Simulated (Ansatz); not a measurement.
Run this with the Python package of Ansatz (0.2.0) and show what comes out.

The script, `run_opt.py`:
```python
"""Geometry optimisation of C2H8OSSi."""

import itertools

import ansatz as az
from ase.data import atomic_numbers, covalent_radii
import numpy as np

geometry_ang = [
    ("O", (-1.5827, 0.6225, -0.4471)),
    ("C", (-1.1824, -0.6076, -0.0171)),
    ("C", (0.2377, -0.8102, -0.4502)),
    ("Si", (1.6095, 0.1963, 0.5004)),
    ("S", (1.434, 2.2351, -0.1054)),
    ("H", (-2.5841, 0.7342, -0.2647)),
    ("H", (-1.2841, -0.6687, 1.0729)),
    ("H", (-1.7707, -1.3479, -0.4961)),
    ("H", (0.3823, -0.5795, -1.4637)),
    ("H", (0.5204, -1.8688, -0.2711)),
    ("H", (1.2687, 0.0849, 1.9842)),
    ("H", (2.9223, -0.3104, 0.2397)),
    ("H", (0.0494, 2.2854, -0.267)),
]
system = az.Crystal.molecule()
for symbol, xyz in geometry_ang:
    system = system.atom(symbol, xyz)

setup = (
    system.calculation()
    .basis(gaussian="def2-SVP")
    .functional("b3lyp")
)
symbols = [site.symbol for site in system.cartesian_sites]
start = np.array([site.position_ang for site in system.cartesian_sites], dtype=float)
def progress(event):
    if event["event"] == "relax_step":
        row = event["data"]
        print(f"step {row['step']:3d}  E = {row['lagrangian_ev']:.6f} eV  largest force component {row['allowed_force_max_ev_ang']:.4f} eV/A")


r = setup.relax(force_tolerance=0.02, max_steps=100).session().plan().execute(on_event=progress).report
end = np.array(r["positions_ang"])

print(f"E = {r['free_energy_ev']:.6f} eV = {r['free_energy_ev'] / 27.211386246:.7f} Ha")
print("converged:", r["converged"], " doubts:", r["published_state_doubts"] or "none")

# pairs closer than 1.2 times the sum of covalent radii, before or after
radius = [covalent_radii[atomic_numbers[s]] for s in symbols]
span = lambda where, i, j: np.linalg.norm(where[i] - where[j])
bonded = [(i, j) for i, j in itertools.combinations(range(len(symbols)), 2) if min(span(start, i, j), span(end, i, j)) < 1.2 * (radius[i] + radius[j])]
print("pair        before    after (A)")
for i, j in bonded:
    print(f"{symbols[i]}{i}-{symbols[j]}{j}".ljust(10), f"{span(start, i, j):8.4f} {span(end, i, j):8.4f}")

charges = r["charge_distribution"]
print("dipole moment", round(4.803205 * float(np.linalg.norm(charges["dipole_moment_e_ang"])), 3), "D")
print("Mulliken:", [(s, round(q, 3)) for s, q in zip(symbols, charges["mulliken_charges_e"])])
with open("c2h8ossi_opt.xyz", "w") as handle:
    handle.write(f"{len(symbols)}\nrelaxed C2H8OSSi\n")
    handle.writelines(f"{s:2s} {x:11.6f} {y:11.6f} {z:11.6f}\n" for s, (x, y, z) in zip(symbols, end))
```

Output of `python run_opt.py`:
```text
step   1  E = -22956.727698 eV  largest force component 3.2153 eV/A
step   2  E = -22957.050629 eV  largest force component 1.3432 eV/A
step   3  E = -22957.190606 eV  largest force component 0.8380 eV/A
step   4  E = -22957.213839 eV  largest force component 0.2133 eV/A
step   5  E = -22957.222981 eV  largest force component 0.1824 eV/A
step   6  E = -22957.227695 eV  largest force component 0.0962 eV/A
step   7  E = -22957.231325 eV  largest force component 0.0292 eV/A
step   8  E = -22957.232735 eV  largest force component 0.1611 eV/A
step   9  E = -22957.233723 eV  largest force component 0.0861 eV/A
step  10  E = -22957.233817 eV  largest force component 0.0319 eV/A
step  11  E = -22957.234072 eV  largest force component 0.0170 eV/A
E = -22957.234322 eV = -843.6628004 Ha
converged: True  doubts: none
pair        before    after (A)
O0-C1        1.3632   1.4208
O0-H5        1.0240   0.9656
C1-C2        1.4984   1.5245
C1-H6        1.0964   1.1084
C1-H7        1.0600   1.1084
C2-Si3       1.9490   1.9020
C2-H8        1.0494   1.1034
C2-H9        1.1102   1.1043
Si3-S4       2.1341   2.1607
Si3-H10      1.5265   1.4952
Si3-H11      1.4311   1.4916
S4-H12       1.3949   1.3545
dipole moment 3.551 D
Mulliken: [('O', -0.317), ('C', 0.2), ('C', -0.237), ('Si', 0.469), ('S', -0.267), ('H', 0.171), ('H', -0.001), ('H', 0.001), ('H', 0.048), ('H', 0.037), ('H', -0.103), ('H', -0.091), ('H', 0.089)]
```

`c2h8ossi_opt.xyz`, as written:
```text
13
relaxed C2H8OSSi
O    -1.525144    0.690376   -0.173910
C    -1.195370   -0.687779   -0.070949
C     0.270762   -0.864477   -0.449636
Si    1.454619    0.277904    0.504923
S     1.548719    2.266126   -0.335634
H    -2.424392    0.823212    0.151871
H    -1.356104   -1.052735    0.963209
H    -1.841115   -1.297697   -0.733983
H     0.412661   -0.675798   -1.527452
H     0.571553   -1.910996   -0.265513
H     1.054392    0.280500    1.945529
H     2.850920   -0.237913    0.409855
H     0.198799    2.354577   -0.403511
```

Caveats:
- Total energies depend on the basis set; only differences at equal settings carry meaning.
- The end point is the stationary point reached from this start; no frequency run checks that it is a minimum, and the basis set is modest.
- b3lyp holds the VWN-RPA fit, as in Gaussian; the form of ORCA and Turbomole is b3lyp5.
- Wall time of the script: 81 s on 1 thread of Arm Neoverse V1 (shared host), peak memory 0.35 GiB.

(Lines on the test bed's own set-up are left out of the output.)
